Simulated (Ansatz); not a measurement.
**SnSe2: band edges up the ladder**

The task here is to estimate one member of a computed series from the others.

Program: Ansatz 0.2.0. Level of theory: DFT PBE+D3(BJ), scalar-relativistic, plane waves, PAW. These are calculated values, not measurements.

That is the level of the relaxation; later steps name their own.

3 further runs of the same task are left out: 3 set aside as unsound or not needed.

**The structure to begin with**

It takes space group P-3m1 (No. 164, trigonal). Conventional cell: a = 3.840 Å, b = 3.840 Å, c = 6.010 Å, α = 90.00°, β = 90.00°, γ = 120.00°. Around Sn (site symmetry -3m) lie 6 Se at 2.73 Å. Se (site symmetry 3m) is surrounded by 3 Sn at 2.73 Å.

Structure file:

```
Sn Se
1.0
     3.84006    0.00000    0.00000
    -1.92003    3.32559    0.00000
     0.00000    0.00000    6.00973
Sn Se
1 2
Direct
  0.00000 0.00000 0.00000
  0.33333 0.66667 0.26514
  0.66667 0.33333 0.73486
```

It is the result of an earlier relaxation at this level (volume 25.58 Å³/atom; gap on the mesh: 0.35 eV).

The first run:

Input file input.yaml:

```yaml
crystal:
  lattice:
    - [3.8400588335, 0.0, 0.0]
    - [-1.9200294167, 3.3255885018, 0.0]
    - [0.0, 0.0, 6.0097292652]
  atoms:
    - { symbol: Sn, position: [0.0, 0.0, 0.0] }
    - { symbol: Se, position: [0.3333333333, 0.6666666667, 0.2651382426] }
    - { symbol: Se, position: [0.6666666667, 0.3333333333, 0.7348617574] }
basis:
  ecutwfc: 420
kpoints:
  mp_grid: { grid: [12, 12, 6] }
  band_path: { path: [VBM, CBM], npoints: 2 }
hamiltonian:
  xc: pbe
  dispersion: d3bj
scf:
  occupations: { method: gaussian, width: 0.02 }
output:
  forces: true
  stress: true
  eigenvalues: true
```

On the command line:

```console
$ ansatz run input.yaml --threads 2 --pin off --max-ram 5120MiB --backend cpu --events-out ev --progress --plain --runs-dir out
```

Steps of the session up to this table: Band edges over the whole zone; Levels with PBE+D3(BJ), 250 eV and coarse mesh; The run at LDA; Levels with PBE0; The run at Hartree-Fock.

One table of the session follows, with a row left open; its other results are not shown here.

| level | gap (eV) | least direct gap (eV) |
| --- | --- | --- |
| PBE+D3(BJ), 250 eV and coarse mesh | 0.33 | 0.79 |
| LDA | ? | ? |
| PBE0 | 1.59 | 2.17 |
| Hartree-Fock | 6.23 | 7.21 |

Estimate the missing values for LDA.

**Answer.** gap (eV): 0.20; least direct gap (eV): 0.62. In the column «gap (eV)» it is the lowest.

Gaps are by band count over the mesh and the named points; a gap of 0 means that the bands overlap or touch.

To keep in mind: Warnings in the runs' records: cutoff below recommended.
